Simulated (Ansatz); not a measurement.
Predict the output of the script below (Ansatz's Python interface).

`disp_hos2.py`
```python
"""D3 and D4 corrections for HoS2 against volume."""

import ansatz as az
import numpy as np

vectors0 = np.array([
    [3.83708, 0.0, 0.0],
    [0.0, 3.83708, 0.0],
    [0.0, 0.0, 7.90193],
])
sites = [
    ("Ho", (0.0, 0.5, 0.72671), 4),
    ("Ho", (0.5, 0.0, 0.27329), -4),
    ("S", (0.0, 0.0, 0.0), 0.0),
    ("S", (0.5, 0.5, 0.0), 0.0),
    ("S", (0.0, 0.5, 0.36838), 0.0),
    ("S", (0.5, 0.0, 0.63162), 0.0),
]


def make_crystal(cell):
    crystal = az.Crystal(lattice=az.Lattice.of(cell))
    for symbol, position, moment in sites:
        crystal = crystal.atom(symbol, position, moment=moment or None)
    return crystal


def main() -> None:
    atoms = [(site[0], site[1]) for site in sites]
    print("dispersion energy and pressure at linear scale factors", (0.97, 1.0, 1.03, 1.06))
    for functional in (az.Functional.PBE0, az.Functional.PBESOL):
        for method in ("d3bj", "d4"):
            damping = az.dispersion_damping(method=method, xc=functional)
            line = []
            for scale in (0.97, 1.0, 1.03, 1.06):
                term = az.pairwise_dispersion(vectors=(vectors0 * scale).tolist(), atoms=atoms, damping=damping, periodic=(True, True, True))
                line.append(f"{term.energy_ev / len(atoms):.4f} eV/atom, {np.trace(term.stress_gpa) / 3:.2f} GPa")
            print(functional.value, method, "|", " | ".join(line))
    print("charges of the D4 model in the last cell:", np.round(term.partial_charges_e, 3))


if __name__ == "__main__":
    main()
```

Output of `python disp_hos2.py`:
```text
dispersion energy and pressure at linear scale factors (0.97, 1.0, 1.03, 1.06)
pbe0 d3bj | -0.4707 eV/atom, -4.30 GPa | -0.4292 eV/atom, -3.58 GPa | -0.3925 eV/atom, -3.00 GPa | -0.3598 eV/atom, -2.52 GPa
pbe0 d4 | -0.3695 eV/atom, -3.26 GPa | -0.3381 eV/atom, -2.72 GPa | -0.3100 eV/atom, -2.29 GPa | -0.2851 eV/atom, -1.92 GPa
pbesol d3bj | -0.3995 eV/atom, -3.73 GPa | -0.3636 eV/atom, -3.09 GPa | -0.3320 eV/atom, -2.57 GPa | -0.3040 eV/atom, -2.15 GPa
pbesol d4 | -0.2232 eV/atom, -1.99 GPa | -0.2040 eV/atom, -1.66 GPa | -0.1870 eV/atom, -1.38 GPa | -0.1719 eV/atom, -1.16 GPa
charges of the D4 model in the last cell: [ 0.906  0.906 -0.35  -0.35  -0.556 -0.556]
```

The structure comes from a database and needn't be a stable phase.
